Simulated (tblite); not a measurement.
# C14H10OSSe: the cost of one run

Computed with tblite 0.8.0 and PySCF 2.14.0 and routines of our own; the level stands in each step. Atoms count from 0.

## (1) The system as given

27 atoms, charge 0, multiplicity 1; geometry from: force field or distance geometry start.

## (2) Optimising the geometry with GFN2-xTB

What the job is given:

```
{"job": {"kind": "relax", "xc": "GFN2-xTB", "basis": "xTB"}, "charge": 0, "multiplicity": 1}
C      3.702100    -1.293900     0.370500
Se     3.293700    -0.790300    -1.478400
C      2.052500     0.558600    -0.883100
C      2.632300     1.829500    -0.716300
C      1.916200     2.880200    -0.160300
C      0.595400     2.697600     0.222700
C     -0.026300     1.465900     0.048400
O     -1.272600     1.354200     0.472300
C     -1.978700     0.235300     0.358200
C     -3.297400     0.218000     0.855700
C     -4.072400    -0.935700     0.742900
C     -3.545400    -2.077900     0.144500
C     -2.241400    -2.066100    -0.346200
C     -1.426200    -0.906100    -0.260900
C     -0.102800    -0.825600    -0.752200
S      0.467300    -2.088900    -1.647600
C      0.659600     0.368900    -0.544900
H      4.112400    -0.424700     0.914200
H      2.764600    -1.627900     0.881600
H      4.439700    -2.114700     0.382500
H      3.669800     1.983700    -0.962400
H      2.393500     3.846300    -0.028300
H      0.065000     3.531600     0.683400
H     -3.716400     1.095300     1.318500
H     -5.079800    -0.938800     1.132700
H     -4.154800    -2.971200     0.069300
H     -1.869800    -2.976900    -0.804600
```

Started as:

```bash
> OMP_NUM_THREADS=1 python excited_run.py task.json out
```

The driver reads the jobs from task.json and runs them one after another.

Q: Estimate the wall time and peak memory of this first job on 1 thread of Arm Neoverse V2, shared host.

About 3.6 s, with a peak of 0.18 GiB.
